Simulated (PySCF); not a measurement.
**A diatomic session: PbBr**

One table from this session's results is given with a row withheld; the runs are named, their logs left out.

The runs use PySCF 2.14.0; Pb cc-pVDZ-PP with ECP60, Br cc-pVDZ-PP with ECP10, scalar-relativistic core potentials.

The first run:

A driver script around PySCF takes these settings:

```json
{
  "atoms": "Pb, Br",
  "charge": "0",
  "basis": "Pb cc-pVDZ-PP with ECP60, Br cc-pVDZ-PP with ECP10",
  "Hamiltonian": "scalar-relativistic core potentials",
  "basis functions": "46",
  "electrons treated": "47",
  "masses in u": "207.9766, 78.9183",
  "levels": "PBE0, PBE, r²SCAN, LDA, B97-3, PBEsol, CAM-B3LYP, HF, MP2, SCS-MP2, CCSD, CCSD(T)",
  "grid": "80 radial by 434 angular points",
  "occupations": "held fixed by the projection of orbital angular momentum",
  "dissociation limit": "Pb + Br, each in its ground configuration",
  "starting distance in angstrom": "2.510",
  "values of 2S to try": "1, 3"
}
```

Launch:

```bash
> OMP_NUM_THREADS=1 python dia.py task.json out
```

Steps of the session up to this table: Input; PBE0 along the bond; Excited determinants; PBE (GGA); r²SCAN; LDA (local density); B97-3 (global hybrid GGA); PBEsol; CAM-B3LYP (range-separated hybrid); UHF (mean field); MP2 and coupled cluster.

One table of the session follows, with a row left open; its other results are not shown here.

It belongs to the step «The curves together». Energy (eV) from each level's lowest point:

| R (Å) | UHF | UHF-MP2 | UHF-SCS-MP2 | UHF-CCSD | UHF-CCSD(T) |
| --- | --- | --- | --- | --- | --- |
| 2.268 | 1.163 | 1.063 | 1.109 | n/a | n/a |
| 2.373 | 0.536 | 0.464 | 0.496 | 0.500 | 0.503 |
| 2.479 | 0.186 | 0.143 | 0.161 | 0.164 | 0.166 |
| 2.558 | 0.053 | 0.031 | 0.040 | 0.041 | 0.042 |
| 2.637 | 0.000 | 0.000 | 0.000 | 0.000 | 0.000 |
| 2.716 | 0.008 | 0.029 | 0.021 | 0.019 | 0.018 |
| 2.822 | 0.085 | 0.135 | 0.116 | 0.112 | 0.111 |
| 2.953 | ? | ? | ? | ? | ? |
| 3.112 | 0.517 | 0.637 | 0.593 | 0.582 | 0.577 |
| 3.323 | 0.905 | 1.070 | 1.015 | n/a | n/a |

Estimate the missing values for R (Å) = 2.953.

Worked estimate for «UHF». A straight line through the neighbours (2.822, 0.085) and (3.112, 0.517) gives 0.085 + (0.517 − 0.085) × (2.953 − 2.822) / (3.112 − 2.822) = 0.280; a parabola fitted to 4 rows on both sides gives 0.263.

The run gave: UHF: 0.255; UHF-MP2: 0.337; UHF-SCS-MP2: 0.306; UHF-CCSD: 0.300; UHF-CCSD(T): 0.297. In «UHF» the line misses by +0.025 and the parabola by +0.008.

Limits of these values: At some levels the lowest empty orbital lies below the highest filled one (the two can be of opposite spin).
